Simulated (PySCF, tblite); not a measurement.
# C₄H₇OSSe radical: geometry, infrared bands and EPR parameters

Wanted: the infrared bands and EPR parameters of C₄H₇OSSe radical (`C=[C][Se]C[S@@](C)=O`), by calculation.

The runs use tblite 0.8.0 and PySCF 2.14.0, with density-fitted response routines of our own; the level of theory stands in each step. All values are computed, except where a source is named. Atoms count from 0, in the outputs and in this text.

## 1. Starting geometry

14 atoms, charge 0, multiplicity 2; geometry from: force field or distance geometry start.

Bonds of the start (Å): C0–C1 1.32, C1–Se2 1.93, Se2–C3 1.93, C3–S4 1.79, S4–C5 1.79, S4–O6 1.53, C0–H7 1.07, C0–H8 1.10, C3–H9 1.13, C3–H10 1.11, C5–H11 1.11, C5–H12 1.13, C5–H13 1.12.

## 2. Geometry optimisation with GFN2-xTB

What the job is given:

```
{"job": {"kind": "relax", "xc": "GFN2-xTB", "basis": "xTB"}, "charge": 0, "multiplicity": 2}
C     -3.883300     0.184100     0.243400
C     -2.753200     0.466300    -0.379700
Se    -1.410400    -0.921000    -0.427800
C      0.255200    -0.341300     0.350700
S      1.424300    -0.017100    -0.960100
C      2.946300     0.504600    -0.166400
O      1.688600    -1.320600    -1.706300
H     -4.127100    -0.740800     0.714100
H     -4.648300     0.976500     0.279600
H      0.594500    -1.165700     1.037700
H      0.142700     0.571500     0.965400
H      3.022900     1.600900    -0.301700
H      2.952800     0.227800     0.933100
H      3.794400    -0.025700    -0.674400
```

The run is started by

```sh
OMP_NUM_THREADS=1 python probes_run.py task.json out
```

One launch serves the whole session: the jobs run in the order shown.

**Question.** This job is followed by: GFN2-xTB harmonic vibrations, gas phase; UKS B3LYP, def2-TZVP-core on Se, pcH-1 on C H O S, non-relativistic, mean-field spin-orbit, GIAO. What will the session give for the following? strongest single infrared mode (GFN2-xTB); zero-point energy (GFN2-xTB); g(iso) (B3LYP); ⟨S²⟩; largest a(iso) (averaged by class); surface potential, 1st and 99th percentile.

**Answer**, as computed:

```
                                 quantity                  value
strongest single infrared mode (GFN2-xTB)  1155 cm⁻¹, 289 km/mol
             zero-point energy (GFN2-xTB)          60.0 kcal/mol
                           g(iso) (B3LYP)                2.00873
                                     ⟨S²⟩     0.759 (exact 0.75)
       largest a(iso) (averaged by class)   13C on C1, 322.0 MHz
    surface potential, 1st and 99th percentile     -2.12 V and 1.41 V
```

What this shows: The optimisation took 186 steps and gained 0.975 eV; among the close pairs (by a distance rule), C1–Se2 changed most, from 1.931 to 1.822 Å. All 36 modes are real, so the xTB geometry is a minimum. The strongest single mode, at 1155 cm⁻¹, moves mainly O6 and S4. Unscaled tight-binding wavenumbers are off by several per cent, some by more. Its intensities can rank the bands wrongly. C1 carries the largest spin population, 0.75 e. The isotropic g lies 6.4 ppt above the free-electron value. The hyperfine terms hold no scalar relativity, which the heavier nuclei need.
